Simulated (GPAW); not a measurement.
# RuS (F-43m) in GPAW: further runs

The runs below take RuS through single point, with PBEsol+U.

All numbers are computed with GPAW 26.7.0; they aren't measurements. Logs are shortened: lines on timing, memory, paths and dates and some standing lists are left out, and cuts for length are marked. The log counts tension as positive stress, the text compression.

## Step 1: The structure

It takes space group F-43m (No. 216, cubic). Conventional cell: a = 5.529 Å, b = 5.529 Å, c = 5.529 Å, α = 90.00°, β = 90.00°, γ = 90.00°. Ru (site symmetry -43m) has 4 S at 2.39 Å as nearest neighbours. Around S (site symmetry -43m) lie 4 Ru at 2.39 Å.

The cell comes from a database or a generator and needn't be the stable form of this composition.

## Step 2: Single point, PBEsol+U, collinear spin, zero start

Contents of run.py:

```python
from ase import Atoms
from ase.dft.bandgap import bandgap
from ase.io import write
from ase.units import GPa
from gpaw import GPAW, PW, setup_paths

setup_paths.insert(0, '.')

atoms = Atoms(['Ru', 'S'],
              cell=[[0.0, 2.7642955, 2.7642955],
                    [2.7642955, 0.0, 2.7642955],
                    [2.7642955, 2.7642955, 0.0]],
              scaled_positions=[[0.0, 0.0, 0.0],
                                [0.25, 0.25, 0.25]],
              pbc=True)
atoms.set_initial_magnetic_moments([0.0, 0.0])

calc = GPAW(mode=PW(600),
            xc='PBEsol',
            kpts={'size': (6, 6, 6), 'gamma': True},
            occupations={'name': 'methfessel-paxton', 'order': 0, 'width': 0.05},
            setups={'Ru': ':d,2.0'},
            spinpol=True,
            nbands=22,
            convergence={'density': 1e-05, 'energy': 1e-05},
            maxiter=150,
            txt='gpaw.txt')
atoms.calc = calc
energy = atoms.get_potential_energy()
forces = atoms.get_forces()
stress = atoms.get_stress()
calc.write('gs.gpw')
write('result.traj', atoms)
print(f'Energy: {energy:.6f} eV')
print('Forces (eV/A):')
print(forces.round(4))
print('Stress (GPa):', (stress / GPa).round(3))
print('Moments:', calc.get_magnetic_moments().round(3))
print('Fermi level:', round(calc.get_fermi_level(), 4), 'eV')
print(f'Gap: {bandgap(calc)[0]:.4f} eV, direct: {bandgap(calc, direct=True)[0]:.4f} eV')
```

Potentials or basis: PAW data sets generated in the run's folder for this functional, pw.

On the command line:

```console
$ gpaw-setup -f PBEsol Ru S
$ OMP_NUM_THREADS=1 python run.py
```

gpaw.txt:

```text
__  _  _
 | _ |_)|_||  |
 |__||  | ||/\| - 26.7.0

Input parameters:
  mode=PW(ecut=600.0),
  convergence={'density': 1e-05, 'energy': 1e-05},
  kpts=MonkhorstPack(size=(6, 6, 6), gamma=True),
  maxiter=150,
  nbands=22,
  occupations=Occupations(name='methfessel-paxton', order=0, width=0.05),
  setups={'Ru': ':d,2.0'},
  spinpol=True,
  xc=XC(name='PBEsol')

Diagonalizing LCAO Hamiltonian
Converting LCAO to pw mode

           S

       Ru

Atoms  # Å, Bohr magnetons
|   | symbol |        x |        y |        z |    initial magnetic moments |
|---|--------|----------|----------|----------|-----------------------------|
| 0 |     Ru | 0.000000 | 0.000000 | 0.000000 | ( 0.0000,  0.0000,  0.0000) |
| 1 |      S | 1.382148 | 1.382148 | 1.382148 | ( 0.0000,  0.0000,  0.0000) |

Unit cell  # Å
| periodic |        x |        y |        z |  lengths |    angles |
|----------|----------|----------|----------|----------|-----------|
|      yes | 0.000000 | 2.764295 | 2.764295 | 3.909304 | 60.000000 |
|      yes | 2.764295 | 0.000000 | 2.764295 | 3.909304 | 60.000000 |
|      yes | 2.764295 | 2.764295 | 0.000000 | 3.909304 | 60.000000 |

Number of symmetries: 24
Symmetry operations  # r_c * U_cc + t_c -> r_c
|    | kind |            matrix            |
|----|------|------------------------------|
|  0 |  E   |  1, 0, 0,  0, 1, 0,  0, 0, 1 |
|  1 |  σ   |  1, 0, 0,  0, 0, 1,  0, 1, 0 |
|  2 |  σ   |  1, 0,-1,  0, 1,-1,  0, 0,-1 |
|  3 |  C3  |  1, 0,-1,  0, 0,-1,  0, 1,-1 |
|  4 |  C3  |  1,-1, 0,  0,-1, 1,  0,-1, 0 |
|  5 |  σ   |  1,-1, 0,  0,-1, 0,  0,-1, 1 |
|  6 |  σ   |  0, 1, 0,  1, 0, 0,  0, 0, 1 |
|  7 |  C3  |  0, 1, 0,  0, 0, 1,  1, 0, 0 |
|  8 |  C2  |  0, 1,-1,  1, 0,-1,  0, 0,-1 |
|  9 |  S4  |  0, 1,-1,  0, 0,-1,  1, 0,-1 |
| 10 |  C3  |  0, 0, 1,  1, 0, 0,  0, 1, 0 |
| 11 |  σ   |  0, 0, 1,  0, 1, 0,  1, 0, 0 |
| 12 |  S4  |  0, 0,-1,  1, 0,-1,  0, 1,-1 |
| 13 |  C3  |  0, 0,-1,  0, 1,-1,  1, 0,-1 |
| 14 |  S4  |  0,-1, 1,  1,-1, 0,  0,-1, 0 |
| 15 |  C2  |  0,-1, 1,  0,-1, 0,  1,-1, 0 |
| 16 |  C3  |  0,-1, 0,  1,-1, 0,  0,-1, 1 |
| 17 |  S4  |  0,-1, 0,  0,-1, 1,  1,-1, 0 |
| 18 |  S4  | -1, 1, 0, -1, 0, 1, -1, 0, 0 |
| 19 |  C3  | -1, 1, 0, -1, 0, 0, -1, 0, 1 |
| 20 |  C3  | -1, 0, 1, -1, 1, 0, -1, 0, 0 |
| 21 |  S4  | -1, 0, 1, -1, 0, 0, -1, 1, 0 |
| 22 |  σ   | -1, 0, 0, -1, 1, 0, -1, 0, 1 |
| 23 |  C2  | -1, 0, 0, -1, 0, 1, -1, 1, 0 |

BZ-sampling:
  Number of BZ points: 216
  Number of IBZ points: 16

  Monkhorst-Pack size: [6, 6, 6]
  Monkhorst-Pack shift: [0.08333333333333333, 0.08333333333333333, 0.08333333333333333]

K-points  # in reciprocal-cell coordinates
|     |                                coordinates |     weight |
|-----|--------------------------------------------|------------|
|   0 | (  0.00000000,   0.00000000,   0.00000000) | 0.00462963 |
|   1 | (  0.16666667,   0.16666667,   0.00000000) | 0.02777778 |
|   2 | (  0.16666667,   0.16666667,   0.16666667) | 0.03703704 |
|   3 | (  0.33333333,   0.16666667,   0.16666667) | 0.05555556 |
|   4 | (  0.33333333,   0.33333333,  -0.33333333) | 0.05555556 |
|   5 | (  0.33333333,   0.33333333,   0.00000000) | 0.02777778 |
|   6 | (  0.33333333,   0.33333333,   0.16666667) | 0.11111111 |
|   7 | (  0.33333333,   0.33333333,   0.33333333) | 0.03703704 |
|   8 | (  0.50000000,   0.33333333,  -0.33333333) | 0.11111111 |
|   9 | (  0.50000000,   0.33333333,  -0.16666667) | 0.05555556 |
| ... |                                            |            |
|  15 | (  0.50000000,   0.50000000,   0.50000000) | 0.01851852 |

Plane wave coefficients: 1420
Cutoff: 600.0 eV

Spin-components: 2 (collinear spins)
Bands:           22
Projectors:      11
Spin-degeneracy: 1
Datatype:        complex128

Parallelization:
  kpt:    1
  domain: 1
  band:   1

Density:
  Valence electrons: 22.0
  Components: 2
  Grid points: [24 24 24]
  Charge: 0.0  # |e|

Potential:
  Grid points: [24 24 24]

species:
  Ru:
    name:    Ruthenium
    Z:       44.0
    valence: 16
    core:    28
    charge:  0.0  # [|e|]
    Hubbard: {U: 2.0,  # eV
              l: 2,
              scale: True}
    compensation charges:
      type: gauss
      rc: 0.39  # [Å]
      lmax: 2
    cutoffs:
      filter: 2.16  # [Å]
      core: 1.30  # [Å]
    projectors
    | kind |    occ | energy [eV] | rcut [Å] |
    |------|--------|-------------|----------|
    |   4s |  2.000 |     -76.260 |    1.281 |
    |   5s |  1.000 |      -4.265 |    1.281 |
    |   4p |  6.000 |     -46.387 |    1.286 |
    |   5p |  0.000 |      -0.866 |    1.286 |
    |   4d |  7.000 |      -5.218 |    1.254 |
    |    d |        |      21.994 |    1.254 |

    Using partial waves for Ru as LCAO basis

  S:
    name:    Sulfur
    Z:       16.0
    valence: 6
    core:    10
    charge:  0.0  # [|e|]
    compensation charges:
      type: gauss
      rc: 0.24  # [Å]
      lmax: 2
    cutoffs:
      filter: 1.77  # [Å]
      core: 1.66  # [Å]
    projectors
    | kind |    occ | energy [eV] | rcut [Å] |
    |------|--------|-------------|----------|
    |   3s |  2.000 |     -17.192 |    0.974 |
    |   3p |  4.000 |      -6.978 |    0.979 |
    |    s |        |      10.020 |    0.974 |
    |    p |        |      20.234 |    0.979 |
    |    d |        |       0.000 |    0.900 |

    Using partial waves for S as LCAO basis

Reference energy: -134022.238076  # eV

eigensolver:
  PPCG
  Converge bands: occupied
  niter=2

density mixing:
  MSR1-Mixer
  Pratt-step length: 0.05
  Maximum mixing coefficient: 0.75
  Old densities: 10
  SVD Regularization: 0.005
  Good broyden scale: 1.0
  Trust region scale: 1.0
  Backstep threshold: 4.0
  History deletion threshold: 6.0
  Fourier metric: weight=20.0, sigma=0.015

occupation numbers:
  Methfessel-Paxton:
    width: 0.0500  # eV
    order: 0

poisson solver:
  ecut: 4800.0  # eV

xc functional:
  name: PBEsol with 2 nearest neighbor stencil

convergence criteria:
- Maximum integral of absolute [dens]ity change: 1e-05 electrons / valence electron
- Maximum [total energy] change in last 3 cyles: 1e-05 eV / valence electron
- Maximum integral of absolute [eigenst]ate change: 4e-08 eV^2 / valence electron
maximum number of iterations: 150

SCF iterations
|iter     | |      energy | eigst |  dens |  magmom |
|---------|-|-------------|-------|-------|---------|
|iter:   1| |  -12.606422 | +0.30 |       |  +0.0000|
|iter:   2| |  -12.562806 | -1.79 | -1.26 |  +0.0000|
|iter:   3| |  -12.478555 | -2.21 | -1.32 |  +0.0000|
|iter:   4| |  -12.505440 | -3.30 | -1.68 |  +0.0000|
|iter:   5| |  -12.519683 | -3.29 | -1.91 |  -0.0000|
|iter:   6| |  -12.521740 | -4.64 | -2.68 |  +0.0000|
|iter:   7| |  -12.522158 | -5.63 | -3.11 |  -0.0000|
|iter:   8| |  -12.522166 | -7.08 | -3.81 |  +0.0000|
|iter:   9| |  -12.522166c| -8.02c| -4.40 |  -0.0000|
|iter:  10| |  -12.522166c| -8.99c| -5.28c|  +0.0000|

Converged in 10 steps
Energy contributions relative to reference atoms: (reference = -134022.238076)

Energy contributions:
  Kinetic:          -9.922369
  Coulomb:           5.119337
  Zero:             -0.323746
  External:          0.000000
  Xc:               -7.394407
  Entropy:          -0.001962
  Spinorbit:         0.000000
  ----------------------------
  Free energy:     -12.523148
  Extrapolated:    -12.522166

dipole moment: (-22.158357, -22.158357, -22.158357)  # |e|*Ang

Total magnetic moment: (0.000000, 0.000000, 0.000000)

Local magnetic moments
|        x |        y |        z |
|----------|----------|----------|
| 0.000000 | 0.000000 | 0.000000 |  # Ru   0
| 0.000000 | 0.000000 | 0.000000 |  # S    1

Fermi level: 6.240
Eigenvalues  # (at kpt = [0.000, 0.000, 0.000])
| band index |      eig [eV] | occ [0-1] |      eig [eV] | occ [0-1] |
|------------|---------------|-----------|---------------|-----------|
|          0 |       -65.910 |     1.000 |       -65.910 |     1.000 |
|        ... |               |           |               |           |
|          2 |       -36.008 |     1.000 |       -36.008 |     1.000 |
|          3 |       -36.008 |     1.000 |       -36.008 |     1.000 |
|          4 |        -8.171 |     1.000 |        -8.171 |     1.000 |
|          5 |         1.043 |     1.000 |         1.043 |     1.000 |
|          6 |         1.043 |     1.000 |         1.043 |     1.000 |
|          7 |         1.043 |     1.000 |         1.043 |     1.000 |
[... 8 lines left out ...]
|         16 |        13.546 |     0.000 |        13.546 |     0.000 |
|         17 |        18.603 |     0.000 |        18.603 |     0.000 |
|        ... |               |           |               |           |
|         21 |        20.366 |     0.000 |        20.366 |     0.000 |

No gap
No difference between direct/indirect transitions

Forces  # eV/Ang
|       x |        y |        z |
|---------|----------|----------|
| 0.00000 |  0.00000 |  0.00000 |  # Ru   0
| 0.00000 | -0.00000 | -0.00000 |  # S    1

Stress tensor  # eV/Ang^3
|        x |        y |        z |
|----------|----------|----------|
| 0.129263 | 0.000000 | 0.000000 |
| 0.000000 | 0.129263 | 0.000000 |
| 0.000000 | 0.000000 | 0.129263 |

# Writing to gs.gpw (mode='')
```

It took 29 s on 1 thread of Arm Neoverse V1, shared host; peak memory 0.17 GiB.

Results:

- Free energy: -12.5231 eV
- Pressure: -20.7 GPa
- Band gap on the k mesh: none (metal or under the smearing width)
- Net moment: 0.00 μB per cell

## Step 3: Single point, PBEsol+U, collinear spin, random start

Contents of run.py:

```python
from ase.dft.bandgap import bandgap
from ase.io import read, write
from ase.units import Bohr, GPa
from gpaw import GPAW, PW, setup_paths
from gpaw.elf import elf_from_dft_calculation

setup_paths.insert(0, '.')

atoms = read('POSCAR')
atoms.set_initial_magnetic_moments([0.57, 0.0])

calc = GPAW(mode=PW(600),
            xc='PBEsol',
            kpts={'size': (6, 6, 6), 'gamma': True},
            occupations={'name': 'methfessel-paxton', 'order': 0, 'width': 0.05},
            setups={'Ru': ':d,2.0'},
            nbands=22,
            convergence={'density': 1e-05, 'energy': 1e-05},
            maxiter=150,
            txt='gpaw.txt')
atoms.calc = calc
energy = atoms.get_potential_energy()
forces = atoms.get_forces()
stress = atoms.get_stress()
calc.write('gs.gpw')
write('result.traj', atoms)
print(f'Energy: {energy:.6f} eV')
print('Forces (eV/A):')
print(forces.round(4))
print('Stress (GPa):', (stress / GPa).round(3))
print('Moments:', calc.get_magnetic_moments().round(3))
print('Fermi level:', round(calc.get_fermi_level(), 4), 'eV')
print(f'Gap: {bandgap(calc)[0]:.4f} eV, direct: {bandgap(calc, direct=True)[0]:.4f} eV')

# fields on the real-space grid
write('density.cube', atoms, data=calc.get_pseudo_density() * Bohr**3)
write('potential.cube', atoms, data=calc.get_electrostatic_potential())
write('spin.cube', atoms, data=(calc.get_pseudo_density(spin=0) - calc.get_pseudo_density(spin=1)) * Bohr**3)
write('elf.cube', atoms, data=elf_from_dft_calculation(calc).data)
```

Contents of POSCAR:

```
RuS
1.0
    0.0000000000      2.7642955000      2.7642955000
    2.7642955000      0.0000000000      2.7642955000
    2.7642955000      2.7642955000      0.0000000000
Ru S
1 1
Direct
    0.0000000000      0.0000000000      0.0000000000
    0.2500000000      0.2500000000      0.2500000000
```

Potentials or basis: PAW data sets generated in the run's folder for this functional, pw.

On the command line:

```console
$ gpaw-setup -f PBEsol Ru S
$ OMP_NUM_THREADS=1 python run.py
```

gpaw.txt:

```text
__  _  _
 | _ |_)|_||  |
 |__||  | ||/\| - 26.7.0

Input parameters:
  mode=PW(ecut=600.0),
  convergence={'density': 1e-05, 'energy': 1e-05},
  kpts=MonkhorstPack(size=(6, 6, 6), gamma=True),
  maxiter=150,
  nbands=22,
  occupations=Occupations(name='methfessel-paxton', order=0, width=0.05),
  setups={'Ru': ':d,2.0'},
  xc=XC(name='PBEsol')

Diagonalizing LCAO Hamiltonian
Converting LCAO to pw mode

           S

       Ru

Atoms  # Å, Bohr magnetons
|   | symbol |        x |        y |        z |    initial magnetic moments |
|---|--------|----------|----------|----------|-----------------------------|
| 0 |     Ru | 0.000000 | 0.000000 | 0.000000 | ( 0.0000,  0.0000,  0.5700) |
| 1 |      S | 1.382148 | 1.382148 | 1.382148 | ( 0.0000,  0.0000,  0.0000) |

Unit cell  # Å
| periodic |        x |        y |        z |  lengths |    angles |
|----------|----------|----------|----------|----------|-----------|
|      yes | 0.000000 | 2.764295 | 2.764295 | 3.909304 | 60.000000 |
|      yes | 2.764295 | 0.000000 | 2.764295 | 3.909304 | 60.000000 |
|      yes | 2.764295 | 2.764295 | 0.000000 | 3.909304 | 60.000000 |

Number of symmetries: 24
Symmetry operations  # r_c * U_cc + t_c -> r_c
|    | kind |            matrix            |
|----|------|------------------------------|
|  0 |  E   |  1, 0, 0,  0, 1, 0,  0, 0, 1 |
|  1 |  σ   |  1, 0, 0,  0, 0, 1,  0, 1, 0 |
|  2 |  σ   |  1, 0,-1,  0, 1,-1,  0, 0,-1 |
|  3 |  C3  |  1, 0,-1,  0, 0,-1,  0, 1,-1 |
|  4 |  C3  |  1,-1, 0,  0,-1, 1,  0,-1, 0 |
|  5 |  σ   |  1,-1, 0,  0,-1, 0,  0,-1, 1 |
|  6 |  σ   |  0, 1, 0,  1, 0, 0,  0, 0, 1 |
|  7 |  C3  |  0, 1, 0,  0, 0, 1,  1, 0, 0 |
|  8 |  C2  |  0, 1,-1,  1, 0,-1,  0, 0,-1 |
|  9 |  S4  |  0, 1,-1,  0, 0,-1,  1, 0,-1 |
| 10 |  C3  |  0, 0, 1,  1, 0, 0,  0, 1, 0 |
| 11 |  σ   |  0, 0, 1,  0, 1, 0,  1, 0, 0 |
| 12 |  S4  |  0, 0,-1,  1, 0,-1,  0, 1,-1 |
| 13 |  C3  |  0, 0,-1,  0, 1,-1,  1, 0,-1 |
| 14 |  S4  |  0,-1, 1,  1,-1, 0,  0,-1, 0 |
| 15 |  C2  |  0,-1, 1,  0,-1, 0,  1,-1, 0 |
| 16 |  C3  |  0,-1, 0,  1,-1, 0,  0,-1, 1 |
| 17 |  S4  |  0,-1, 0,  0,-1, 1,  1,-1, 0 |
| 18 |  S4  | -1, 1, 0, -1, 0, 1, -1, 0, 0 |
| 19 |  C3  | -1, 1, 0, -1, 0, 0, -1, 0, 1 |
| 20 |  C3  | -1, 0, 1, -1, 1, 0, -1, 0, 0 |
| 21 |  S4  | -1, 0, 1, -1, 0, 0, -1, 1, 0 |
| 22 |  σ   | -1, 0, 0, -1, 1, 0, -1, 0, 1 |
[... 127 lines left out ...]

xc functional:
  name: PBEsol with 2 nearest neighbor stencil

convergence criteria:
- Maximum integral of absolute [dens]ity change: 1e-05 electrons / valence electron
- Maximum [total energy] change in last 3 cyles: 1e-05 eV / valence electron
- Maximum integral of absolute [eigenst]ate change: 4e-08 eV^2 / valence electron
maximum number of iterations: 150

SCF iterations
|iter     | |      energy | eigst |  dens |  magmom |
|---------|-|-------------|-------|-------|---------|
|iter:   1| |  -12.476288 | +0.02 |       |  +0.5646|
|iter:   2| |  -12.463129 | -1.88 | -1.19 |  +0.5496|
|iter:   3| |  -12.471713 | -2.85 | -1.24 |  +0.4540|
|iter:   4| |  -12.524848 | -3.12 | -1.51 |  +0.3672|
|iter:   5| |  -12.538072 | -4.13 | -2.03 |  +0.3723|
|iter:   6| |  -12.560546 | -3.83 | -2.15 |  +0.4830|
|iter:   7| |  -12.568398 | -4.41 | -2.15 |  +0.5747|
|iter:   8| |  -12.570295 | -4.74 | -2.53 |  +0.6151|
|iter:   9| |  -12.570443 | -5.94 | -3.02 |  +0.6007|
|iter:  10| |  -12.570498c| -6.26 | -3.51 |  +0.6034|
|iter:  11| |  -12.570500c| -7.67c| -4.02 |  +0.6008|
|iter:  12| |  -12.570504c| -7.78c| -4.20 |  +0.6020|
|iter:  13| |  -12.570504c| -8.03c| -4.89 |  +0.6016|
|iter:  14| |  -12.570505c| -8.40c| -4.95 |  +0.6018|
|iter:  15| |  -12.570505c| -9.27c| -5.83c|  +0.6019|

Converged in 15 steps
Energy contributions relative to reference atoms: (reference = -134022.238076)

Energy contributions:
  Kinetic:          -8.816113
  Coulomb:           4.210884
  Zero:             -0.329429
  External:          0.000000
  Xc:               -7.634342
  Entropy:          -0.003010
  Spinorbit:         0.000000
  ----------------------------
  Free energy:     -12.572010
  Extrapolated:    -12.570505

dipole moment: (-22.156070, -22.156070, -22.156070)  # |e|*Ang

Total magnetic moment: (0.000000, 0.000000, 0.601852)

Local magnetic moments
|        x |        y |         z |
|----------|----------|-----------|
| 0.000000 | 0.000000 |  0.626479 |  # Ru   0
| 0.000000 | 0.000000 | -0.042172 |  # S    1

Fermi level: 5.988
Eigenvalues  # (at kpt = [0.000, 0.000, 0.000])
| band index |      eig [eV] | occ [0-1] |      eig [eV] | occ [0-1] |
|------------|---------------|-----------|---------------|-----------|
|          0 |       -66.199 |     1.000 |       -65.738 |     1.000 |
|        ... |               |           |               |           |
|          2 |       -36.306 |     1.000 |       -35.820 |     1.000 |
|          3 |       -36.306 |     1.000 |       -35.820 |     1.000 |
|          4 |        -8.123 |     1.000 |        -8.161 |     1.000 |
|          5 |         0.819 |     1.000 |         1.256 |     1.000 |
|          6 |         0.819 |     1.000 |         1.256 |     1.000 |
|          7 |         0.819 |     1.000 |         1.256 |     1.000 |
[... 8 lines left out ...]
|         16 |        13.512 |     0.000 |        13.591 |     0.000 |
|         17 |        18.610 |     0.000 |        18.609 |     0.000 |
|        ... |               |           |               |           |
|         21 |        20.281 |     0.000 |        20.443 |     0.000 |

No gap
No difference between direct/indirect transitions

Forces  # eV/Ang
|       x |       y |        z |
|---------|---------|----------|
| 0.00000 | 0.00000 | -0.00000 |  # Ru   0
| 0.00000 | 0.00000 | -0.00000 |  # S    1

Stress tensor  # eV/Ang^3
|         x |        y |         z |
|-----------|----------|-----------|
|  0.123557 | 0.000000 | -0.000000 |
|  0.000000 | 0.123557 |  0.000000 |
| -0.000000 | 0.000000 |  0.123557 |

# Writing to gs.gpw (mode='')
```

stdout:

```text
Energy: -12.570505 eV
Forces (eV/A):
[[ 0.  0. -0.]
 [ 0.  0. -0.]]
Stress (GPa): [19.796 19.796 19.796  0.    -0.     0.   ]
Moments: [ 0.626 -0.042]
Fermi level: 5.9877 eV
Gap: 0.0000 eV, direct: 0.0000 eV
```

Run time: 39 s. Hardware: 1 thread of Arm Neoverse V1, shared host; peak memory 0.17 GiB.

What came out:

```
Free energy            : -12.5720 eV
Pressure               : -19.8 GPa
Band gap on the k mesh : none (metal or under the smearing width)
Net moment             : 0.60 μB per cell
Site moments           : Ru +0.63; S -0.04 μB
```

Levels at points of the mesh, in eV from the Fermi level:
Spin up:
| k point | band 8 | band 9 | band 10 | band 11 | band 12 | band 13 | band 14 | band 15 |
| --- | --- | --- | --- | --- | --- | --- | --- | --- |
| (0.00, 0.00, 0.00) | -5.17 | -2.02 | -2.02 | 1.72 | 2.52 | 2.52 | 2.52 | 7.52 |
| (0.50, 0.50, 0.00) | -4.08 | -2.15 | -1.48 | -1.16 | -0.59 | -0.59 | 5.08 | 6.61 |
| (0.50, 0.50, 0.50) | -4.82 | -1.78 | -1.78 | -1.42 | 1.03 | 1.03 | 4.16 | 7.89 |
Spin down:
```tsv
k point	band 9	band 10	band 11	band 12	band 13	band 14
(0.00, 0.00, 0.00)	-1.84	-1.84	1.79	3.20	3.20	3.20
(0.50, 0.50, 0.00)	-1.36	-1.27	-1.01	0.30	0.30	5.51
(0.50, 0.50, 0.50)	-1.43	-1.43	-0.41	1.64	1.64	4.27
```

The state reached can hang on the start; a lower one may exist.
